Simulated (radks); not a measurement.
# Cu in [Ar] 3d10 4s1: an all-electron calculation

The task here is to estimate one member of a computed series from the others.

The numbers are computed with radks (a radial shooting solver on a logarithmic mesh, Libxc functionals) version 1 (Dirac Kohn-Sham, PBE, spin-unpolarised, spherical densities, point nucleus), except any that are marked as measured or tabulated.

**The atom as given**

```
element       : copper (Z = 29)
charge        : 0
electrons     : 29
configuration : [Ar] 3d10 4s1
```

The outer shells:

Cu
```
[Ar] core
3d [↑↓][↑↓][↑↓][↑↓][↑↓]
4s [↑ ]
```

The first run:

The run's settings:

```text
Z 29
configuration [Ar] 3d10 4s1 4p0 5s0 4d0 4f0
relativity Dirac
functional pbe,pbe
spin unpolarised
j_filling energy
nucleus point
c 137.035999084
```

Started as:

```
$ python run_ks.py task.json out
```

This one command runs every case of the session in turn.

One of the session's tables, all rows but one given; the rest of the session is left out.

From the orbitals of this run (lengths in bohr):

| level | <r> | outermost maximum (interpolated) | 90 % within | nodes |
| --- | --- | --- | --- | --- |
| 1s1/2 | ? | ? | ? | ? |
| 2s1/2 | 0.2350 | 0.197 | 0.364 | 1 |
| 2p1/2 | 0.2041 | 0.156 | 0.334 | 0 |
| 2p3/2 | 0.2074 | 0.159 | 0.339 | 0 |
| 3s1/2 | 0.7118 | 0.613 | 1.07 | 2 |
| 3p1/2 | 0.7421 | 0.614 | 1.15 | 1 |
| 3p3/2 | 0.7530 | 0.622 | 1.17 | 1 |
| 3d3/2 | 1.040 | 0.601 | 1.89 | 0 |
| 3d5/2 | 1.053 | 0.604 | 1.92 | 0 |
| 4s1/2 | 2.936 | 2.27 | 4.60 | 3 |

Q: Estimate the row for 1s1/2 from the others.

The run gave: <r>: 0.05213; outermost maximum (interpolated): 0.0341; 90 % within: 0.0931; nodes: 0. In the column «<r>» it is the lowest.

To keep in mind: Spin polarisation and multiplet splitting are left out.
